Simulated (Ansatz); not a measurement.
# Ge4P: the cost of one run

Computed with Ansatz 0.2.0 (DFT PBE, scalar-relativistic, plane waves, PAW, unless a step's input says otherwise).

2 further runs of the same task are left out: 1 that didn't finish, 1 set aside as unsound or not needed.

### Step 1. The system as given

The structure is tetragonal, space group P4/mmm (No. 123). The conventional cell has a = 3.832 Å, b = 3.832 Å, c = 5.419 Å, α = 90.00°, β = 90.00°, γ = 90.00°. Around Ge (site symmetry 2mm) lie 2 P at 2.35 Å. P (site symmetry 4/mmm) has 8 Ge at 2.35 Å as nearest neighbours.

Structure file:

```xyz
5
Lattice="3.8321 0.0000 0.0000 0.0000 3.8321 0.0000 0.0000 0.0000 5.4195" Properties=species:S:1:pos:R:3 pbc="T T T"
Ge    1.9161    0.0000    1.3549
Ge    0.0000    1.9161    4.0646
Ge    1.9161    0.0000    4.0646
Ge    0.0000    1.9161    1.3549
P     0.0000    0.0000    0.0000
```

The cell is invented: ordered vacancies on the anion sites of antifluorite (P4/mmm, No. 123). Its size is a rough estimate.

### Step 2. Probe: one point on a coarse mesh

input.yaml reads:

```yaml
crystal:
  lattice:
    - [3.83214683, 0.0, 0.0]
    - [0.0, 3.83214683, 0.0]
    - [0.0, 0.0, 5.41947402]
  atoms:
    - { symbol: Ge, position: [0.5, 0.0, 0.25] }
    - { symbol: Ge, position: [0.0, 0.5, 0.75] }
    - { symbol: Ge, position: [0.5, 0.0, 0.75] }
    - { symbol: Ge, position: [0.0, 0.5, 0.25] }
    - { symbol: P, position: [0.0, 0.0, 0.0] }
basis:
  ecutwfc: 420
kpoints:
  mp_grid: { grid: [4, 4, 4] }
hamiltonian:
  xc: pbe
scf:
  occupations: { method: gaussian, width: 0.1 }
  lower_state_search: "off"
output:
  forces: true
  stress: true
  eigenvalues: true
```

Started as:

```
> ansatz run input.yaml --threads 1 --pin off --max-ram 2048MiB --backend cpu --events-out ev --progress --plain --runs-dir out
```

What time and memory should one allow on 1 thread of Arm Neoverse V1, shared host?

About 3.5 s, with a peak of 0.34 GiB.
